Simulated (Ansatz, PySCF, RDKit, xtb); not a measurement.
**C4H8B2Cl2: ranking a sample of isomers**

Which of a sample of isomers of C4H8B2Cl2 is the most stable in the gas at 298.15 K, and what are its properties? The sample is small against all isomers, and the most stable one of this formula need not be in it.

Plan: many cheap relaxations first (GFN2-xTB), then density-functional screening, relaxation at PBE-D3(BJ)/def2-SVP, vibrations (at GFN2-xTB) and a final energy. The numbers are computed, not measured.

1 further run of the same task is left out (set aside as unsound or not needed).

**1. Possible bonding patterns**

Isomers were taken from a list of plausible structures; this is a sample, not all of them. That gives 5 candidates.

| label | SMILES | spin |
| --- | --- | --- |
| c164 | C=CB(C)CB(Cl)Cl | singlet |
| c670 | B/C(=C\B(Cl)Cl)CC | singlet |
| c756 | BCC(=C)CB(Cl)Cl | singlet |
| c921 | B/C(=C/C)CB(Cl)Cl | singlet |
| c930 | B[C@@H]1CC[C@H]1B(Cl)Cl | singlet |

Candidates are built by distance geometry, with a force field where one applies, in up to four conformers (letters a to d).

**Question.** With final energies at CCSD(T)/def2-SVP + MP2/def2-TZVPP - MP2/def2-SVP, which structure will this search put lowest in free energy, and by what margin?

| quantity | value |
| --- | --- |
| lowest structure found | C=CB(C)CB(Cl)Cl, singlet |
| next finalist | [CH3][CH2][C]1[BH2][Cl][B]([Cl])[CH]1 ‡, singlet, 19.2 kcal/mol higher in G |
| share at equilibrium, among the finalists | 100.0 % |
| dipole moment (PBE0/def2-SVPD) | 1.96 D |
| HOMO energy (PBE0/def2-SVPD) | -8.19 eV |
| LUMO energy (PBE0/def2-SVPD) | -2.12 eV |
| HOMO–LUMO gap (PBE0/def2-SVPD) | 6.07 eV |
| lowest excitation (TD-PBE0/def2-SVPD) | 5.09 eV (f = 0.065) |
| strongest of the states computed, same level | 6.52 eV (f = 0.083) |
| lowest triplet excitation, same level, Tamm-Dancoff | 3.51 eV |
| vertical ionisation energy | 10.01 eV |
| vertical electron affinity | 0.59 eV |
| vertical triplet less singlet | +3.48 eV |

The lowest structure found is `C=CB(C)CB(Cl)Cl`. The margin of 19.2 kcal/mol over the next finalist is beyond the usual error of the last level; it says nothing of structures that weren't ranked. HF/STO-3G, r2SCAN-D4/def2-SVP, PBE-D3(BJ)/def2-SVP, HF/def2-SVP and MP2/def2-SVP already put its bonding pattern lowest among the structures in one piece; GFN2-xTB favours the singlet [CH3][CH2][C]1[BH2][Cl][B]([Cl])[CH]1 ‡. 2 minima inside the window were never screened. Lowest found is not proven lowest: the search is finite, and each finalist counts with one conformer. Only 5 drawn patterns were tried, so whole families of isomers are missing, and the result ranks this sample alone.

‡ marks the bonded skeleton alone, with all bonds drawn single: no Lewis structure was assigned that passes a check against the bond lengths.
